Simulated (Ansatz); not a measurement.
# CH6Si2Te: up Jacob's ladder to CCSD(T)

An exercise on one series of results from a longer session: the logs are not shown, and one member is left open.

The runs use Ansatz 0.2.0, Gaussian basis; functionals in def2-TZVPP, the program's frozen cores in correlated methods.

Plan: PBE-D4, r2SCAN-D4, PBE0-D4, B3LYP-D4, ωB97X-V, ωB97M-V, B2PLYP; CCSD(T)/def2-TZVPP; MP2/def2-QZVPP; extrapolation to the limit.

### The geometry

All runs share one geometry, relaxed beforehand with PBE0-D4 in a triple-zeta def2 set. Te takes the def2 core potential; no spin-orbit term is included.

SMILES `[SiH3]C1[SiH2][Te]1`, 10 atoms, charge 0, spin multiplicity 1.

Atoms are counted from 1 here; the program's logs count them from 0.

Bond lengths: Si1–C2 1.857 Å, Si1–H5 1.486 Å, Si1–H6 1.485 Å, Si1–H7 1.491 Å, C2–Si3 1.842 Å, C2–Te4 2.242 Å, C2–H8 1.088 Å, Si3–Te4 2.432 Å, Si3–H9 1.479 Å, Si3–H10 1.479 Å. Angles: C2–Si1–H5 111.3°, C2–Si1–H6 108.7°, C2–Si1–H7 109.9°, H5–Si1–H6 109.4°, H5–Si1–H7 108.4°, H6–Si1–H7 109.1°, Si1–C2–Si3 121.8°, Si1–C2–Te4 111.7°, Si1–C2–H8 116.3°, Si3–C2–Te4 72.3°, Si3–C2–H8 115.7°, Te4–C2–H8 109.4°, C2–Si3–Te4 61.5°, C2–Si3–H9 117.6°, C2–Si3–H10 117.9°, Te4–Si3–H9 118.7°, Te4–Si3–H10 118.7°, H9–Si3–H10 113.3° and more.

Geometry (Å):

```xyz
10
charge 0, multiplicity 1
Si   -0.7792    1.3099    0.1373
C     0.1456   -0.0821   -0.6729
Si    1.0118   -1.3753    0.3123
Te   -1.0887   -1.9513   -0.7700
H    -1.9827    1.6888   -0.6483
H    -1.1940    0.8793    1.4969
H     0.1032    2.5068    0.2529
H     0.5662    0.1247   -1.6551
H     1.0329   -1.2164    1.7827
H     2.2680   -1.9355   -0.2328
```

The first run:

in.yaml

```yaml
crystal:
  periodic: [false, false, false]
  atoms:
    - {symbol: Si, position_ang: [-0.779219, 1.309936, 0.137271]}
    - {symbol: C, position_ang: [0.145570, -0.082122, -0.672942]}
    - {symbol: Si, position_ang: [1.011844, -1.375346, 0.312254]}
    - {symbol: Te, position_ang: [-1.088708, -1.951291, -0.770018]}
    - {symbol: H, position_ang: [-1.982658, 1.688761, -0.648257]}
    - {symbol: H, position_ang: [-1.193998, 0.879286, 1.496850]}
    - {symbol: H, position_ang: [0.103163, 2.506794, 0.252946]}
    - {symbol: H, position_ang: [0.566176, 0.124658, -1.655072]}
    - {symbol: H, position_ang: [1.032857, -1.216379, 1.782746]}
    - {symbol: H, position_ang: [2.267972, -1.935497, -0.232778]}
basis:
  gaussian: {orbitals: def2-TZVPP}
hamiltonian: {xc: pbe, dispersion: d4}
output: {forces: true, orbitals: {seedname: orbitals}}
```

Command:

```sh
ansatz run in.yaml --threads 4 --pin off --events-out ev --progress --plain --max-ram 10444MiB
```

Among the steps run: PBE-D4 (GGA); r2SCAN-D4 (meta-GGA); PBE0-D4 (hybrid); B3LYP-D4 (hybrid); ωB97X-V (range-separated); ωB97M-V (range-separated); B2PLYP (double hybrid); CCSD(T) in def2-TZVPP; MP2 in def2-QZVPP.

One of the session's tables, all rows but one given; the rest of the session is left out.

It belongs to the step «Atomisation energies». 

```
            method  atomisation energy (eV)
            PBE-D4                   32.215
         r2SCAN-D4                   32.142
           PBE0-D4                   31.964
          B3LYP-D4                   32.009
           ωB97X-V                   32.317
           ωB97M-V                   32.039
            B2PLYP                   31.587
     HF/def2-TZVPP                   23.397
    MP2/def2-TZVPP                   31.515
   CCSD/def2-TZVPP                        ?
CCSD(T)/def2-TZVPP                   31.304
           MP2/CBS                   32.568
       CCSD(T)/CBS                   32.357
```

Estimate the missing values for CCSD/def2-TZVPP.

As computed: atomisation energy (eV): 30.782. In the column «atomisation energy (eV)» it lies between HF/def2-TZVPP (23.397) and CCSD(T)/def2-TZVPP (31.304).
